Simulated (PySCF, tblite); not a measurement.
# B16N16H12: electronic excitations, NMR shifts

Aim: compute the electronic excitations, NMR shifts of B16N16H12.

Computed with tblite 0.8.0 and PySCF 2.14.0 and routines of our own; the level stands in each step. Atoms count from 0.

### Step 1. The starting structure

44 atoms, charge 0, multiplicity 1; geometry from: force field, distance geometry or constructed start.

### Step 2. Optimising the geometry with GFN2-xTB

Job settings and geometry (Å):

```
{"job": {"kind": "relax", "xc": "GFN2-xTB", "basis": "xTB"}, "charge": 0, "multiplicity": 1}
B      2.064700     0.468300    -1.102400
N      1.314100     1.654400    -1.381400
B      1.908700     0.914400     1.363700
N      0.916000     1.907900     1.082800
B      0.915700     1.902300    -2.739700
N     -0.473400     2.059300    -3.019400
B      0.470200     2.061500    -0.282900
N     -0.913300     1.906200    -0.551800
B      0.002700     2.110700     2.183500
N     -1.320100     1.651000     1.911800
B     -1.319400     1.650600    -1.924100
N     -2.062300     0.468100    -2.195700
B     -1.655200     1.318000     0.546500
N     -2.110600    -0.000600     0.265100
B     -1.905700     0.921800     3.005200
N     -2.061700    -0.469500     2.737600
B     -2.059400    -0.468200    -1.099900
N     -1.318400    -1.655200    -1.375500
B     -1.904100    -0.914900     1.365200
N     -0.913900    -1.902600     1.091700
B     -0.919000    -1.899700    -2.741600
N      0.469200    -2.058300    -3.017000
B     -0.466700    -2.055200    -0.273000
N      0.912500    -1.907800    -0.554800
B      0.000500    -2.110200     2.184800
N      1.311200    -1.652700     1.912700
B      1.318000    -1.649500    -1.922700
N      2.059200    -0.469500    -2.194500
B      1.652400    -1.316900     0.539500
N      2.113900     0.000400     0.271200
B      1.907100    -0.916100     3.003900
N      2.057900     0.471400     2.731500
H      1.710000     1.976300    -3.601000
H     -0.835100     2.429700    -3.912600
H      0.310900     2.613600     3.192500
H     -2.553000     0.302700    -3.098000
H     -2.219600     1.412300     4.012800
H     -2.279000    -1.141600     3.489600
H     -1.709900    -1.980100    -3.599200
H      0.832400    -2.427600    -3.915100
H     -0.309800    -2.614100     3.199600
H      2.559400    -0.306100    -3.091400
H      2.223700    -1.411200     4.013300
H      2.282500     1.143600     3.490400
```

On the command line:

```
$ OMP_NUM_THREADS=2 python large_run.py task.json out
```

The driver reads the jobs from task.json and runs them one after another.

The log of the run:

```text
step      E/eV     max force
  0   -2007.36204    2.505
  1   -2008.06386    1.808
  2   -2008.62434    1.139
  3   -2008.82648    0.670
  4   -2008.93245    0.508
  5   -2009.02364    0.441
  6   -2009.08798    0.390
  7   -2009.11611    0.226
  8   -2009.12919    0.221
  9   -2009.14141    0.187
 10   -2009.15362    0.167
 11   -2009.16357    0.155
 12   -2009.17120    0.182
 13   -2009.17850    0.179
 14   -2009.18672    0.195
 15   -2009.19571    0.192
 16   -2009.20388    0.136
 17   -2009.21024    0.118
 18   -2009.21582    0.121
 19   -2009.22191    0.116
 20   -2009.22788    0.107
 21   -2009.23245    0.098
 22   -2009.23585    0.085
 23   -2009.23896    0.106
 24   -2009.24252    0.118
 25   -2009.24636    0.098
 26   -2009.24969    0.097
 27   -2009.25233    0.086
 28   -2009.25472    0.073
 29   -2009.25705    0.080
 30   -2009.25894    0.076
 31   -2009.26028    0.061
 32   -2009.26140    0.047
 33   -2009.26253    0.047
 34   -2009.26355    0.048
 35   -2009.26437    0.045
 36   -2009.26512    0.042
 37   -2009.26595    0.044
 38   -2009.26682    0.045
 39   -2009.26749    0.037
 40   -2009.26793    0.029
 41   -2009.26825    0.030
 42   -2009.26856    0.026
 43   -2009.26883    0.024
 44   -2009.26905    0.023
 45   -2009.26925    0.019
```

Wall time 3 s (2 threads of Arm Neoverse N1, shared host); peak memory 0.16 GiB.

Relaxation path:

| step | energy from step 0 (eV) | largest force (eV/Å) |
| --- | --- | --- |
| 0 | 0.0000 | 2.5051 |
| 1 | -0.7018 | 1.8071 |
| 2 | -1.2623 | 1.1390 |
| 3 | -1.4644 | 0.6699 |
| 4 | -1.5704 | 0.5080 |
| 5 | -1.6616 | 0.4410 |
| 6 | -1.7259 | 0.3905 |
| 7 | -1.7541 | 0.2254 |
| 8 | -1.7672 | 0.2209 |
| 11 | -1.8015 | 0.1545 |
| 14 | -1.8247 | 0.1945 |
| 17 | -1.8482 | 0.1186 |
| 20 | -1.8658 | 0.1066 |
| 23 | -1.8769 | 0.1055 |
| 26 | -1.8877 | 0.0968 |
| 29 | -1.8950 | 0.0800 |
| 32 | -1.8994 | 0.0476 |
| 35 | -1.9023 | 0.0449 |
| 38 | -1.9048 | 0.0453 |
| 41 | -1.9062 | 0.0302 |
| 42 | -1.9065 | 0.0266 |
| 43 | -1.9068 | 0.0241 |
| 44 | -1.9070 | 0.0228 |
| 45 | -1.9072 | 0.0198 |

Distances of close pairs at the start and the end, largest changes first:

```csv
bond,before (Å),after (Å),change (Å)
N31–H43,1.038,1.007,-0.031
N11–H35,1.040,1.009,-0.031
N27–H41,1.040,1.009,-0.031
N21–H39,1.037,1.008,-0.028
N15–H37,1.032,1.007,-0.025
N5–H33,1.032,1.008,-0.024
N19–B24,1.440,1.461,+0.021
B14–N15,1.425,1.405,-0.020
```

The end geometry stands in the next job.

### Step 3. Electronic excitations: TDDFT PBE0/6-31G*

Job settings and geometry (Å):

```
{"job": {"kind": "uv", "basis": "6-31G*", "grid": 1, "kgrid": 0, "vcut": 1.5, "nstates": 6, "ntriplets": 2, "tda": false, "delta": [], "pop": true, "xc": "PBE0"}, "charge": 0, "multiplicity": 1}
B      2.071535     0.513715    -1.108446
N      1.465087     1.787991    -1.377739
B      1.915725     0.972273     1.351703
N      1.010731     2.056586     1.092945
B      1.002181     2.122793    -2.710729
N     -0.384821     2.111759    -2.950355
B      0.537904     2.051759    -0.278916
N     -0.860936     1.886804    -0.551636
B      0.009406     2.208315     2.146572
N     -1.259718     1.621406     1.900472
B     -1.225137     1.560527    -1.906628
N     -2.152048     0.503426    -2.142666
B     -1.535958     1.212799     0.539323
N     -2.155806    -0.046993     0.258240
B     -1.890575     0.865474     2.967878
N     -2.234232    -0.464775     2.672705
B     -2.071718    -0.513525    -1.107319
N     -1.465447    -1.787904    -1.376263
B     -1.915103    -0.970863     1.352929
N     -1.010073    -2.055145     1.094329
B     -1.002987    -2.123412    -2.709218
N      0.383926    -2.112998    -2.949249
B     -0.537800    -2.051032    -0.277674
N      0.860929    -1.886347    -0.550959
B     -0.008445    -2.206383     2.147676
N      1.260502    -1.619496     1.900878
B      1.224578    -1.560910    -1.906252
N      2.151171    -0.503794    -2.143332
B      1.536376    -1.211751     0.539346
N      2.156143     0.047891     0.257382
B      1.891791    -0.863005     2.967667
N      2.235535     0.466984     2.671559
H      1.758499     2.319726    -3.588024
H     -0.739283     2.211201    -3.889087
H      0.291278     2.635491     3.200917
H     -2.287048     0.196728    -3.094514
H     -2.007882     1.304273     4.046309
H     -2.454416    -1.106537     3.416811
H     -1.759605    -2.320754    -3.586039
H      0.738159    -2.213438    -3.887966
H     -0.289991    -2.632905     3.202381
H      2.285669    -0.197554    -3.095404
H      2.009412    -1.301199     4.046331
H      2.455791     1.109189     3.415274
```

Level: TDDFT PBE0/6-31G*, vertical, gas phase, core orbitals frozen in the response, virtual orbitals cut by energy.

The log of the run:

```text
start: PBE on a coarse grid of 38325 points
cycle   1  E = -1280.3973742287  dE =  6.206e+00  |g| = 1.500e+00  |ddm| = 7.697e+00
cycle   2  E = -1279.4421938565  dE =  9.552e-01  |g| = 2.516e+00  |ddm| = 3.891e+00
cycle   3  E = -1280.8974969389  dE = -1.455e+00  |g| = 2.262e-01  |ddm| = 2.681e+00
cycle   4  E = -1280.9090435776  dE = -1.155e-02  |g| = 1.145e-01  |ddm| = 3.791e-01
cycle   5  E = -1280.9120584096  dE = -3.015e-03  |g| = 3.713e-02  |ddm| = 1.412e-01
cycle   6  E = -1280.9123588482  dE = -3.004e-04  |g| = 1.260e-02  |ddm| = 4.404e-02
cycle   7  E = -1280.9123931659  dE = -3.432e-05  |g| = 3.101e-03  |ddm| = 1.262e-02
final grid: 169880 points
cycle   8  E = -1280.7952441986  dE = -2.156e-02  |g| = 4.182e-02  |ddm| = 6.662e-01
cycle   9  E = -1280.7954808032  dE = -2.366e-04  |g| = 3.173e-02  |ddm| = 7.768e-02
cycle  10  E = -1280.7957022110  dE = -2.214e-04  |g| = 9.461e-03  |ddm| = 3.962e-02
cycle  11  E = -1280.7957202482  dE = -1.804e-05  |g| = 2.881e-03  |ddm| = 9.769e-03
cycle  12  E = -1280.7957239750  dE = -3.727e-06  |g| = 1.091e-03  |ddm| = 3.292e-03
cycle  13  E = -1280.7957253206  dE = -1.346e-06  |g| = 2.528e-04  |ddm| = 1.180e-03
cycle  14  E = -1280.7957231914  dE =  2.129e-06  |g| = 6.047e-05  |ddm| = 2.694e-04
converged SCF energy = -1280.7957231914

Static polarisability (au): isotropic 227.541, principal 193.738 216.636 272.249

Singlet excitations
state   eV       nm        f      main configurations
  1   5.1183    242.2   0.00198   H->L 0.74, H-1->L 0.22
  2   5.1429    241.1   0.00097   H-1->L 0.74, H->L 0.22
  3   5.4438    227.8   0.02056   H->L+1 0.85
  4   5.5617    222.9   0.01423   H-1->L+1 0.81
  5   5.7250    216.6   0.01734   H-1->L+2 0.49, H-2->L 0.35
  6   5.7891    214.2   0.01536   H->L+3 0.71, H->L+5 0.13

Triplet excitations (Tamm-Dancoff, eV): 4.9050 4.9431
```

Run time: 3.5 min. Hardware: 2 threads of Arm Neoverse N1, shared host; peak memory 1.6 GiB.

Frontier orbitals and where they lie:

```
orbital     eV                        atoms
 HOMO−4  -7.48   N17 17 %, N1 17 %, N9 11 %
 HOMO−3  -7.41  N13 13 %, N29 13 %, N5 10 %
 HOMO−2  -7.33  N11 11 %, N27 11 %, N31 9 %
 HOMO−1  -6.72  N19 16 %, N3 16 %, N13 11 %
   HOMO  -6.54  N1 16 %, N17 16 %, N11 12 %
   LUMO  -0.44   B8 10 %, B24 10 %, B12 8 %
 LUMO+1  -0.06  B28 10 %, B12 10 %, B30 7 %
 LUMO+2   0.29   B8 20 %, B24 20 %, B22 7 %
 LUMO+3   0.44   B4 17 %, B20 17 %, B24 9 %
```

With each of the 6 states as a Gaussian band of 0.4 eV half-width at 1/e, the curve within the window shown has maxima at 221 nm (ε 2,500) L/(mol cm). Beyond the last state computed it falls off for lack of states. The curve at chosen wavelengths:

```csv
nm,ε (L/mol/cm)
204,824
207,1200
210,1599
212,1850
215,2167
218,2375
221,2451
224,2397
226,2298
229,2077
232,1801
235,1505
238,1215
240,1036
243,797
246,598
249,439
252,316
254,252
257,177
260,122
263,83
266,56
268,43
271,28
274,19
```

Further results of this job:

```csv
property,computed
dipole moment (D),3.03
polarisability (Å³),33.72
HOMO–LUMO gap (eV),6.10
−ε(HOMO) (eV),6.54
```

### Step 4. NMR shifts: GIAO KT3/pcSseg-1

The job, as its differences from that of step 3:

```diff
@@ -1,2 +1,2 @@
-{"job": {"kind": "uv", "basis": "6-31G*", "grid": 1, "kgrid": 0, "vcut": 1.5, "nstates": 6, "ntriplets": 2, "tda": false, "delta": [], "pop": true, "xc": "PBE0"}, "charge": 0, "multiplicity": 1}
+{"job": {"kind": "nmr", "xc": "KT3", "basis": "pcSseg-1", "pop": false}, "charge": 0, "multiplicity": 1}
 B      2.071535     0.513715    -1.108446
```

With the program's defaults for keys left out, this is: GIAO KT3/pcSseg-1 NMR shielding, non-relativistic, gas phase.

The log of the run:

```text
start: PBE on a coarse grid of 38325 points
cycle   1  E = -1279.8757988713  dE =  6.083e+00  |g| = 1.506e+00  |ddm| = 7.197e+00
cycle   2  E = -1278.8569620387  dE =  1.019e+00  |g| = 2.601e+00  |ddm| = 3.996e+00
cycle   3  E = -1280.3600542910  dE = -1.503e+00  |g| = 2.350e-01  |ddm| = 2.914e+00
cycle   4  E = -1280.3721299875  dE = -1.208e-02  |g| = 1.190e-01  |ddm| = 4.256e-01
cycle   5  E = -1280.3752991256  dE = -3.169e-03  |g| = 3.725e-02  |ddm| = 1.468e-01
cycle   6  E = -1280.3755757004  dE = -2.766e-04  |g| = 1.467e-02  |ddm| = 4.206e-02
cycle   7  E = -1280.3756233577  dE = -4.766e-05  |g| = 2.943e-03  |ddm| = 1.270e-02
final grid: 358197 points
cycle   8  E = -1302.6876174563  dE = -6.372e-02  |g| = 1.721e-01  |ddm| = 6.565e-01
cycle   9  E = -1302.6764496160  dE =  1.117e-02  |g| = 2.839e-01  |ddm| = 3.801e-01
cycle  10  E = -1302.6941001724  dE = -1.765e-02  |g| = 1.469e-02  |ddm| = 2.381e-01
cycle  11  E = -1302.6941470218  dE = -4.685e-05  |g| = 7.007e-03  |ddm| = 2.500e-02
cycle  12  E = -1302.6941583398  dE = -1.132e-05  |g| = 2.413e-03  |ddm| = 8.093e-03
cycle  13  E = -1302.6941599161  dE = -1.576e-06  |g| = 7.586e-04  |ddm| = 2.816e-03
cycle  14  E = -1302.6941585703  dE =  1.346e-06  |g| = 1.833e-04  |ddm| = 9.038e-04
cycle  15  E = -1302.6941593597  dE = -7.894e-07  |g| = 8.391e-05  |ddm| = 2.510e-04
converged SCF energy = -1302.6941593597

GIAO shielding tensors (ppm)
atom      isotropic    diamagn.    paramagn.     s11        s22        s33       span
  0 B       75.277     219.976    -144.699     61.950     62.664    101.217     39.267
  1 N      115.773     353.337    -237.563     42.816     80.771    223.734    180.918
  2 B       74.917     216.223    -141.306     59.736     63.301    101.714     41.979
  3 N      110.996     357.057    -246.061     49.587     65.177    218.223    168.636
  4 B       71.880     207.652    -135.773     47.713     56.185    111.741     64.029
  5 N      132.245     333.995    -201.750     30.984    162.714    203.038    172.054
  6 B       75.623     222.021    -146.398     59.288     64.821    102.761     43.474
  7 N      116.495     358.485    -241.990     49.342     71.572    228.570    179.227
  8 B       68.250     206.367    -138.117     44.297     54.177    106.276     61.979
  9 N       93.464     350.402    -256.939     11.026     38.116    231.250    220.225
 10 B       76.940     216.461    -139.521     57.469     70.308    103.042     45.573
 11 N      148.080     340.383    -192.303     70.581    154.015    219.643    149.062
 12 B       76.355     218.566    -142.212     61.544     65.993    101.528     39.984
 13 N      107.955     359.803    -251.848     41.923     63.463    218.478    176.555
 14 B       73.068     203.031    -129.963     47.696     64.307    107.201     59.505
 15 N      134.775     335.701    -200.926     42.235    152.394    209.696    167.461
 16 B       75.279     219.971    -144.692     61.951     62.665    101.221     39.270
 17 N      115.778     353.338    -237.560     42.826     80.757    223.750    180.924
 18 B       74.917     216.226    -141.309     59.737     63.298    101.718     41.981
 19 N      110.984     357.058    -246.073     49.573     65.171    218.208    168.635
 20 B       71.885     207.650    -135.765     47.718     56.190    111.747     64.028
 21 N      132.266     333.990    -201.724     31.014    162.727    203.057    172.043
 22 B       75.627     222.017    -146.390     59.294     64.826    102.762     43.468
 23 N      116.504     358.482    -241.978     49.360     71.574    228.579    179.219
 24 B       68.253     206.372    -138.119     44.299     54.180    106.279     61.980
 25 N       93.464     350.401    -256.937     11.035     38.107    231.249    220.214
 26 B       76.939     216.462    -139.522     57.471     70.305    103.042     45.571
 27 N      148.064     340.383    -192.319     70.565    154.001    219.627    149.062
 28 B       76.355     218.567    -142.211     61.545     65.990    101.531     39.986
 29 N      107.954     359.801    -251.847     41.939     63.443    218.481    176.542
 30 B       73.068     203.034    -129.966     47.693     64.310    107.200     59.507
 31 N      134.776     335.703    -200.927     42.236    152.401    209.692    167.456
 32 H       26.784      33.549      -6.765     24.735     26.132     29.485      4.750
 33 H       26.694      33.417      -6.723     23.438     24.831     31.811      8.373
 34 H       26.672      34.564      -7.892     24.748     26.188     29.080      4.332
 35 H       28.371      40.039     -11.668     24.818     27.744     32.551      7.733
 36 H       27.050      30.953      -3.903     24.932     26.272     29.946      5.013
 37 H       26.851      32.986      -6.134     23.437     25.039     32.077      8.640
 38 H       26.785      33.553      -6.768     24.737     26.134     29.486      4.749
 39 H       26.694      33.413      -6.719     23.436     24.831     31.814      8.378
 40 H       26.672      34.566      -7.894     24.748     26.188     29.080      4.332
 41 H       28.370      40.039     -11.669     24.818     27.744     32.549      7.731
 42 H       27.050      30.953      -3.903     24.932     26.272     29.945      5.013
 43 H       26.851      32.984      -6.133     23.437     25.039     32.076      8.639
```

Wall time 2.2 min (2 threads of Arm Neoverse N1, shared host); peak memory 1.5 GiB.

The references, computed at this level on geometries of the same kind, shield at (ppm): ¹H TMS 31.76, ¹⁵N NH3 264.4, ¹¹B BF3·OEt2 100.0. Their shielding less the atom's gives the shift. The references are single molecules in the gas phase, so shifts against H2O, NH3, PH3, H3PO4 or CFCl3 are not on the usual liquid scales and can be off by tens of ppm. Atoms listed in one row are averaged.

```
   atoms                           environment  σ (ppm)  δ (ppm)
H34, H40     hydrogen on a boron bonded to 2 N    26.67     5.09
H33, H39  hydrogen on a nitrogen bonded to 2 B    26.69     5.07
H32, H38     hydrogen on a boron bonded to 2 N    26.78     4.98
H37, H43  hydrogen on a nitrogen bonded to 2 B    26.85     4.91
H36, H42     hydrogen on a boron bonded to 2 N    27.05     4.71
H35, H41  hydrogen on a nitrogen bonded to 2 B    28.37     3.39
 B8, B24                boron bonded to 2 N, H     68.3     31.7
 B4, B20                boron bonded to 2 N, H     71.9     28.1
B14, B30                boron bonded to 2 N, H     73.1     26.9
 B2, B18                   boron bonded to 3 N     74.9     25.1
 B0, B16                   boron bonded to 3 N     75.3     24.7
 B6, B22                   boron bonded to 3 N     75.6     24.3
B12, B28                   boron bonded to 3 N     76.4     23.6
B10, B26                   boron bonded to 3 N     76.9     23.0
 N9, N25                nitrogen bonded to 3 B     93.5    170.9
N13, N29                nitrogen bonded to 3 B    108.0    156.4
 N3, N19                nitrogen bonded to 3 B    111.0    153.4
 N1, N17                nitrogen bonded to 3 B    115.8    148.6
 N7, N23                nitrogen bonded to 3 B    116.5    147.9
 N5, N21             nitrogen bonded to 2 B, H    132.3    132.1
N15, N31             nitrogen bonded to 2 B, H    134.8    129.6
N11, N27             nitrogen bonded to 2 B, H    148.1    116.3
```

Ring of atoms B0, N1, B2, N3, B6, N29: NICS(0) -1.9, NICS(1) -2.1, NICS(1)zz -0.7 ppm (means of both faces; NICS(1) differs between them: -4.1 and -0.2).

Ring of atoms B0, N23, B26, N27, B28, N29: NICS(0) -2.2, NICS(1) -2.1, NICS(1)zz -0.4 ppm (means of both faces; NICS(1) differs between them: -3.5 and -0.6).

Ring of atoms N1, B4, N5, B6, N7, B10: NICS(0) -2.0, NICS(1) -2.3, NICS(1)zz -2.7 ppm (means of both faces).

### Step 5. What came out

```
                                                                   quantity                                                       value
                                               lowest singlet (PBE0/6-31G*)                                 5.12 eV (242 nm), f = 0.002
                                   brightest single state of those computed                                 state 3, 5.44 eV, f = 0.021
                                                             lowest triplet                                                     4.91 eV
      ¹H shifts against TMS (KT3/pcSseg-1, means over atoms taken as alike)                      5.09, 5.07, 4.98, 4.91, 4.71, 3.39 ppm
¹¹B shifts against BF3·OEt2 (KT3/pcSseg-1, means over atoms taken as alike)          31.7, 28.1, 26.9, 25.1, 24.7, 24.3, 23.6, 23.0 ppm
     ¹⁵N shifts against NH3 (KT3/pcSseg-1, means over atoms taken as alike)  170.9, 156.4, 153.4, 148.6, 147.9, 132.1, 129.6, 116.3 ppm
```

**Reading.** The lowest singlet, at 5.12 eV, is HOMO→LUMO 0.74, HOMO−1→LUMO 0.22 and is weak; of the 6 states computed, the strongest absorption comes from state 3 at 5.44 eV. The lowest triplet lies 0.21 eV below the lowest singlet (triplets in Tamm-Dancoff, singlets in full TDDFT). At KT3/pcSseg-1: Shielding is most anisotropic at N9, N25 (span 220 ppm, paramagnetic term -257 ppm).
